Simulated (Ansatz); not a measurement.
I need a ranking of polymorphs by energy of 2 structures of WS2. Use Ansatz 0.2.0 through its Python package. Settings (first run): LDA, PAW, cutoff 520 eV, 9×9×2 k-points, cold smearing of 0.05 eV.

`ws2.py`:
```python
import logging
import sys
import warnings

import ansatz as az
import numpy as np
import spglib

logging.basicConfig(stream=sys.stdout, format="%(levelname)s:%(name)s:%(message)s")
log = logging.getLogger("calc")
log.setLevel(logging.INFO)

PHASES = {
    "P-6m2": (
        [(3.183516, 0.0, 0.0), (-1.591758, 2.757006, 0.0), (0.0, 0.0, 16.950578)],
        [
            ("W", (1 / 3, 2 / 3, 0.0)),
            ("S", (2 / 3, 1 / 3, 0.907999)),
            ("S", (2 / 3, 1 / 3, 0.092001)),
        ],
    ),
    "P-3m1": (
        [(3.183209, 0.0, 0.0), (-1.591604, 2.756739, 0.0), (0.0, 0.0, 23.668763)],
        [
            ("W", (1 / 3, 2 / 3, 0.637318)),
            ("W", (2 / 3, 1 / 3, 0.362682)),
            ("S", (1 / 3, 2 / 3, 0.296816)),
            ("S", (2 / 3, 1 / 3, 0.571442)),
            ("S", (1 / 3, 2 / 3, 0.428558)),
            ("S", (2 / 3, 1 / 3, 0.703184)),
        ],
    ),
}


def build(vectors, sites):
    crystal = az.Crystal(lattice=az.Lattice.of(vectors))
    for symbol, position in sites:
        crystal = crystal.atom(symbol, position)
    return crystal

ELEMENTS = {"-"}


def solve(name, crystal):
    calc = (
        crystal.calculation()
        .functional(az.Functional.LDA)
        .scf(tolerance=1e-07)
        .basis(520)
        .kpoints(spacing=0.26)
        .occupations("cold", width=0.05)
        .stress()
        .band_table()
    )
    if "W" in crystal.species() and name not in ELEMENTS:
        calc = calc.hubbard("W", "d", u_eff=3.5)
    calc = calc.relax(force_tolerance=0.03, max_steps=40, cell=True)
    return calc.run()


def pressure_gpa(outcome):
    return float(np.trace(outcome.report["stress_gpa"]) / 3)


def space_group(outcome):
    sites = outcome.report["lattice"]["sites"]
    kinds = sorted({site["symbol"] for site in sites})
    cell = (outcome.lattice.cell_ang, [site["position_frac"] for site in sites], [kinds.index(site["symbol"]) for site in sites])
    return spglib.get_spacegroup(cell, symprec=0.01)


def volume_per_atom(outcome):
    return abs(np.linalg.det(outcome.lattice.cell_ang)) / len(outcome.lattice.sites)


def main() -> None:
    warnings.simplefilter("ignore", az.DeckWarning)

    phases = {name: build(*cell) for name, cell in PHASES.items()}

    done = {}
    for name, crystal in phases.items():
        try:
            done[name] = solve(name, crystal)
        except az.NonConvergedError as error:
            print(name, "did not converge:", str(error)[:120])

    energy = {name: o.report["energy_sigma0_ev"] / len(o.lattice.sites) for name, o in done.items()}
    lowest = min(energy.values())
    rows = [(name, len(o.lattice.sites), 1000 * (energy[name] - lowest), pressure_gpa(o), space_group(o), volume_per_atom(o)) for name, o in done.items()]
    rows.sort(key=lambda row: row[2])
    log.info("     phase       atoms  dE (meV/atom)     P (GPa)  space group  V (A^3/atom)")
    for row in rows:
        log.info(f"{str(row[0]):>10}  {row[1]:10d}  {row[2]:13.1f}  {row[3]:10.2f}  {str(row[4]):>11}  {row[5]:12.3f}")
    print("order:", " < ".join(row[0] for row in rows))


if __name__ == "__main__":
    main()
```

```console
$ python ws2.py
INFO:calc:     phase       atoms  dE (meV/atom)     P (GPa)  space group  V (A^3/atom)
INFO:calc:     P-3m1           6            0.0       -0.01  P-3m1 (164)        32.912
INFO:calc:     P-6m2           3           18.2       -0.00  P-6m2 (187)        47.869
order: P-3m1 < P-6m2
```

By space group at the end of each run: P-3m1 (+0 meV an atom, 32.9 Å³) and P-6m2 (+18 meV an atom, 47.9 Å³).

Reading the output:
- The settings weren't tested for convergence.
- No spin polarisation was allowed.
- U, its shell and the double counting are chosen to explore, and aren't derived for this compound.
- The program warned that this SCF threshold is loose for forces or stresses.
- A Hubbard U without spin forces both spins into the same orbitals, which can open a gap or pick a state that a spin-polarised run wouldn't.
- Pressure is positive in compression.
- Spin-orbit coupling, which matters for elements this heavy, is left out.
- The cells come from databases of deposited and of computed structures, and not all need be stable phases.
- The ranking holds among these structures alone, at zero temperature; the ground state may be another structure. Differences under 10 to 15 meV an atom lie within the error of mesh and functional.
- The script silences the warnings on its input, which a real study should read.
- Hardware and time: 120 s on 1 thread of Arm Neoverse V2, on a shared host, peak memory 0.72 GiB.
